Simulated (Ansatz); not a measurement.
Here is an Ansatz input file for CdTe, space group F-43m. Write the same calculation for the Python package.

```yaml
crystal:
  lattice:
    - [0.0, 3.205, 3.205]
    - [3.205, 0.0, 3.205]
    - [3.205, 3.205, 0.0]
  atoms:
    - { symbol: Cd, position: [0.0, 0.0, 0.0] }
    - { symbol: Te, position: [0.25, 0.25, 0.25] }
basis:
  ecutwfc: 320.0
  ecutrho_ratio: 4
kpoints:
  mp_grid:
    grid: [6, 6, 6]
hamiltonian:
  xc: pbe
scf:
  max_iter: 200
  self_checks: high
  occupations:
    method: fixed
elastic:
  mode: relaxed_ion
```

Script `elastic_cdte.py`:
```python
"""Stiffness tensor and moduli of CdTe."""

import ansatz as az
import numpy as np

xtal = (
    az.Lattice.of((0.0, 3.205, 3.205), (3.205, 0.0, 3.205), (3.205, 3.205, 0.0))
    .atom("Cd", (0.0, 0.0, 0.0))
    .atom("Te", (0.25, 0.25, 0.25))
)

calc = xtal.calculation()
calc = calc.functional("pbe")
calc = calc.basis(320, density_ratio=4)
calc = calc.occupations("Fixed")
calc = calc.scf(max_iterations=200, self_checks="high")
calc = calc.kpoints(6, 6, 6)
out = calc.elastic("relaxed-ion").run()
elastic = out.elastic

print(np.array2string(np.round(elastic.c_gpa, 1) + 0.0, suppress_small=True))
print("Voigt stress of the unstrained cell (GPa, tension positive):", np.round(elastic.sigma0_gpa, 3) + 0.0)
print("smallest eigenvalue of C:", round(elastic.stability.min_eigenvalue_gpa, 1), "GPa; stable:", elastic.stability.stable)
# averaged moduli need a positive definite tensor
if elastic.stability.min_eigenvalue_gpa > 0:
    m = elastic.moduli
    print(f"K = {m.k_hill_gpa:.1f}, G = {m.g_hill_gpa:.1f}, E = {m.youngs_gpa:.1f} GPa, Poisson ratio {m.poisson:.3f}, K/G = {m.k_hill_gpa / m.g_hill_gpa:.2f}")
```

```console
$ python elastic_cdte.py
DeckWarning: basis.ecutwfc = 320 eV is below the records' recommended 420 eV, and the density's cutoff is lower with it unless basis.ecutrho_ratio is high enough to keep the records' density cutoff: compare with a run at a higher cutoff
DeckWarning: basis.ecutrho_ratio = 4 (ecutrho = 1280 eV) is below the records' recommended 1680 eV
[[63.7 50.4 50.4  0.   0.   0. ]
 [50.4 63.7 50.4  0.   0.   0. ]
 [50.4 50.4 63.7  0.   0.   0. ]
 [ 0.   0.   0.  17.8  0.   0. ]
 [ 0.   0.   0.   0.  17.8  0. ]
 [ 0.   0.   0.   0.   0.  17.8]]
Voigt stress of the unstrained cell (GPa, tension positive): [-4.271 -4.271 -4.271  0.     0.     0.   ]
smallest eigenvalue of C: 13.3 GPa; stable: True
K = 54.8, G = 12.0, E = 33.6 GPa, Poisson ratio 0.398, K/G = 4.56
```
(Warnings from the package without file and line.)

Caveats:
- These settings explore the input space; cutoff and mesh may be short of convergence.
- The cutoff lies under the one recommended for these potentials.
- Under the recommended cutoff a pressure can be off by several GPa, even in sign.
- A positive definite tensor excludes instabilities under uniform strain alone; phonons elsewhere in the zone can still be imaginary.
- Of the deposited cell: the entry's cell lengths or inner coordinates differ somewhat from later room-temperature determinations.
- The structure is a deposited one; some such entries were measured under pressure or heat, so a shift against it needn't be the functional's error alone.
- The constants belong to the cell that was strained; where it wasn't relaxed first it may be under stress.
- It ran for 68 s on 1 thread of Arm Neoverse V1, with other jobs on the host, peak memory 0.44 GiB.

(A comment or docstring line of the script was reworded after the run, the code is as it ran; lines on the test bed's own set-up are left out of the output.)
